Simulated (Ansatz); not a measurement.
**ZnS (triplet): from Hartree-Fock to the top rungs, def2-TZVPP**

The task here is to estimate one member of a computed series from the others.

Computed with Ansatz 0.2.0, Gaussian basis. Level: def2-TZVPP, core rule «outside noble gas», up to 14 orbitals frozen.

Plan: UHF; ROHF; CCSD(T) on UHF.

2 further runs of the same task are left out: 2 set aside as unsound or not needed.

### The geometry

The geometry is a PBE0/def2-TZVP stationary point (not a proven minimum) of the parent state, kept for this charge and spin.

2 atoms, charge 0, spin multiplicity 3.

Atoms are counted from 1 here; the program's logs count them from 0.

Bond lengths: Zn1–S2 2.056 Å.

Geometry (Å):

| atom | x (Å) | y (Å) | z (Å) |
| --- | --- | --- | --- |
| Zn1 | 0.0000 | 0.0000 | 0.0000 |
| S2 | 0.0000 | 0.0000 | 2.0560 |

Set-up of the first run:

The input, in.yaml:

```yaml
crystal:
  periodic: [false, false, false]
  atoms:
    - {symbol: Zn, position_ang: [0.000000, 0.000000, 0.000000]}
    - {symbol: S, position_ang: [0.000000, 0.000000, 2.056000]}
basis:
  gaussian: {orbitals: def2-TZVPP}
magnetization: {spin_polarized: true, initial_magnetization: 2}
hamiltonian: {xc: hf}
output: {orbitals: {seedname: orbitals}}
```

Started as:

```bash
> ansatz run in.yaml --threads 1 --pin off --events-out ev --progress --plain --max-ram 4096MiB --backend cpu
```

Among the steps run: UHF; ROHF; CCSD(T) on UHF.

One table of the session follows, with a row left open; its other results are not shown here.

| method | from UCCSD(T) (meV) |
| --- | --- |
| ROHF | +16989.6 |
| UHF | +16824.6 |
| UMP2 | -123.0 |
| UCCSD | ? |
| UCCSD(T) | 0 |

Q: Estimate the row for UCCSD from the others.

**Answer.** from UCCSD(T) (meV): +558.8. In the column «from UCCSD(T) (meV)» it lies between UCCSD(T) (0) and UHF (+16824.6).
